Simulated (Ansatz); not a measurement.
I need vertical and adiabatic energies of changing the electron count of ClH₂Sb, SMILES [Cl][SbH2]. Use Ansatz 0.2.0, Python API. Settings (for the species named): PBE0, def2-SVP basis, multiplicity 1, D4 dispersion.

```yaml
atoms:
  - { symbol: Cl, position_ang: [-1.7638, 0.2495, -0.5986] }
  - { symbol: Sb, position_ang: [0.5196, -0.2768, -0.5998] }
  - { symbol: H, position_ang: [0.3040, -1.2172, 0.8610] }
  - { symbol: H, position_ang: [0.9958, 1.1842, 0.3171] }
```

`clh2sb_adiabatic.py`:
```python
"""Vertical and adiabatic ionisation of ClH2Sb."""

import itertools

import ansatz as az
from ase import Atoms
from ase.data import atomic_numbers, covalent_radii
import numpy as np

atoms = Atoms(["Cl", "Sb", "H", "H"], positions=[
    (-1.7638, 0.2495, -0.5986),
    (0.5196, -0.2768, -0.5998),
    (0.304, -1.2172, 0.861),
    (0.9958, 1.1842, 0.3171),
])
molecule = az.Crystal.molecule_from_ase(atoms)

setup = (
    molecule.calculation()
    .basis(gaussian="def2-SVP")  # atom-centred Gaussian functions
    .functional("pbe0", dispersion="d4")
)
symbols = [site.symbol for site in molecule.cartesian_sites]
start = np.array([site.position_ang for site in molecule.cartesian_sites], dtype=float)
report = setup.relax(force_tolerance=0.01).run(threads=1).report
end = np.array(report["positions_ang"])

minimum = az.Crystal.molecule()
for symbol, place in zip(symbols, end):
    minimum = minimum.atom(symbol, place.tolist())
ion = (
    minimum.calculation()
    .basis(gaussian="def2-SVP")
    .functional("pbe0", dispersion="d4")
    .charge(1)  # electrons removed from the neutral system
    .spin("collinear", total=1)  # spin-polarised run
)
vertical = ion.run(threads=1).report
settled = ion.relax(force_tolerance=0.01, max_steps=80).run(threads=1).report
print(f"vertical ionisation energy   {vertical['free_energy_ev'] - report['free_energy_ev']:.3f} eV")
print(f"adiabatic, no zero point     {settled['free_energy_ev'] - report['free_energy_ev']:.3f} eV")
print(f"relaxation energy of the ion {vertical['free_energy_ev'] - settled['free_energy_ev']:.3f} eV")
ionised = np.array(settled["positions_ang"])
# pairs closer than 1.2 times the sum of covalent radii, before or after
radius = [covalent_radii[atomic_numbers[s]] for s in symbols]
span = lambda where, i, j: np.linalg.norm(where[i] - where[j])
bonded = [(i, j) for i, j in itertools.combinations(range(len(symbols)), 2) if min(span(end, i, j), span(ionised, i, j)) < 1.2 * (radius[i] + radius[j])]
print("pair        before    after (A)")
for i, j in bonded:
    print(f"{symbols[i]}{i}-{symbols[j]}{j}".ljust(10), f"{span(end, i, j):8.4f} {span(ionised, i, j):8.4f}")
```

```console
$ python clh2sb_adiabatic.py
vertical ionisation energy   9.866 eV
adiabatic, no zero point     9.510 eV
relaxation energy of the ion 0.355 eV
pair        before    after (A)
Cl0-Sb1      2.3838   2.2869
Sb1-H2       1.7204   1.6992
Sb1-H3       1.7204   1.6992
```

What to keep in mind:
- The energies are electronic: no zero-point or thermal terms, and the basis set is short of its limit. The product may relax into another structure. Each relaxation finds its nearest minimum, which needn't be the lowest.
- def2 sets replace the cores of elements past krypton by effective core potentials.
- Wall time of the script: 24 s on 1 thread of Arm Neoverse V2, with other jobs on the host, peak memory 0.22 GiB.
